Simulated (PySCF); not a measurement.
# C6H6F2O: the cost of one run

Programs: PySCF 2.14.0, with routines of our own; each step states its level. All values are computed. Atoms count from 0.

## Step 1: The starting structure

15 atoms, charge 0, multiplicity 1; geometry from: GFN2-xTB.

## Step 2: Magnetic properties: GIAO KT3/pcSseg-1

The job: settings as JSON, then the geometry in Å.

```
{"job": {"kind": "mag", "xc": "KT3", "basis": "pcSseg-1", "isotopologues": 0}, "charge": 0, "multiplicity": 1}
O     -0.925360    -1.790007     1.542628
C     -1.085771    -0.676757     1.134158
C     -0.245335    -0.016984     0.067580
C     -1.104956     0.703668    -0.967382
F     -1.913703     1.629250    -0.361831
C      0.858092     0.830060     0.700448
C      1.805101     0.053165     0.191322
F      3.132689     0.065027     0.241969
C      0.895597    -0.902095    -0.516659
H     -1.867060    -0.010061     1.540945
H     -0.478800     1.247896    -1.681884
H     -1.760490     0.001176    -1.493657
H      0.817380     1.704047     1.317880
H      0.899695    -1.921528    -0.135379
H      0.968508    -0.908866    -1.602051
```

Level: GIAO KT3/pcSseg-1 magnetisability, rotational g tensor and spin-rotation constants, non-relativistic, gas phase.

Launch:

```bash
OMP_NUM_THREADS=1 python excited_run.py task.json out
```

This one command runs all jobs of the session in turn.

**Question.** How long does this first job take on 1 thread of Arm Neoverse V2, shared host, and how much memory does it need?

About 42 s, with a peak of 0.63 GiB.
